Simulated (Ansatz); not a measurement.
# GdGa2: the cost of one run

Computed with Ansatz 0.2.0 (DFT, PBEsol, PAW with Ansatz's default frozen-core files, scalar-relativistic, unless a step's input says otherwise).

**1. Starting point**

The structure is hexagonal, space group P6/mmm (No. 191). The conventional cell has a = 4.223 Å, b = 4.223 Å, c = 4.137 Å, α = 90.00°, β = 90.00°, γ = 120.00°. Around Gd (site symmetry 6/mmm) lie 12 Ga at 3.20 Å. Around Ga (site symmetry -6m2) lie 3 Ga at 2.44 Å.

Coordinates:

```
CELL_PARAMETERS angstrom
4.22300 0.00000 0.00000
-2.11150 3.65723 0.00000
0.00000 0.00000 4.13700
ATOMIC_POSITIONS crystal
Gd 0.00000 0.00000 0.00000
Ga 0.33333 0.66667 0.50000
Ga 0.66667 0.33333 0.50000
```

Atoms are numbered in the order of the input: Gd1, Ga2, Ga3.

**2. Free moments from the typed start, PAW**

input.yaml

```yaml
crystal:
  lattice:
    - [4.223, 0.0, 0.0]
    - [-2.1115, 3.6572252802, 0.0]
    - [0.0, 0.0, 4.137]
  atoms:
    - { symbol: Gd, position: [0.0, 0.0, 0.0], spin: 7.0 }
    - { symbol: Ga, position: [0.3333333333, 0.6666666667, 0.5] }
    - { symbol: Ga, position: [0.6666666667, 0.3333333333, 0.5] }
magnetization:
  spin_polarized: true
kpoints:
  mp_grid: { grid: [8, 8, 5] }
scf:
  occupations: { method: fermi_dirac, width: 0.03 }
hamiltonian:
  xc: pbesol
  pseudopotentials: { kind: paw }
output:
  forces: true
  stress: true
  eigenvalues: true
  write_density: true
  write_potential: true
  elf: true
  volumetric_format: npy
```

The run is started by

```bash
ansatz run input.yaml --threads 2 --pin off --max-ram 6144MiB --backend cpu --events-out ev --progress --plain --runs-dir out
```

Q: Estimate wall time and peak memory on 2 threads of AMD EPYC 7R43 (Zen 3), shared host.

About 9.2 s, with a peak of 0.5 GiB.
